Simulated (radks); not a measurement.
# Mn³⁺ in [Ar] 3d3.75 4p0.25: an all-electron calculation

What are the levels of the manganese ion Mn3+, how large are its shells, and how does its energy divide?

Method: non-relativistic Kohn-Sham, PBE, spin-unpolarised, spherical densities, point nucleus. Code: radks (a radial shooting solver on a logarithmic mesh, Libxc functionals) version 1.

## (1) The atom as given

- element: manganese (Z = 25)
- charge: +3
- electrons: 22
- configuration: [Ar] 3d3.75 4p0.25

## (2) The run

The run's settings:

```text
Z 25
configuration [Ar] 3d3.75 4p0.25 4s0 4d0
relativity non-relativistic
functional pbe,pbe
spin unpolarised
nucleus point
```

**Question.** What will this run give?

**Answer**, as computed:

| quantity | value |
| --- | --- |
| total energy | -1148.30608 hartree |
| exchange-correlation share of it | 4.40 % |
| −T/E | 0.9992 |
| highest occupied level | 4p, -24.179 eV |
| most extended occupied level | 4p, <r> = 2.66 bohr |
| radius at density 0.001 e/bohr³ | 3.09 bohr |
| maxima of the radial density | 3 |

**Reading.** The radial density shows 3 maxima for 4 occupied principal shells; where shells overlap, one shows as a shoulder or not at all. −T/E = 0.9992, near the virial value of 1. This is not the tabulated ground configuration, so its levels and sizes aren't those of the ground state, and no measured value stands beside it.
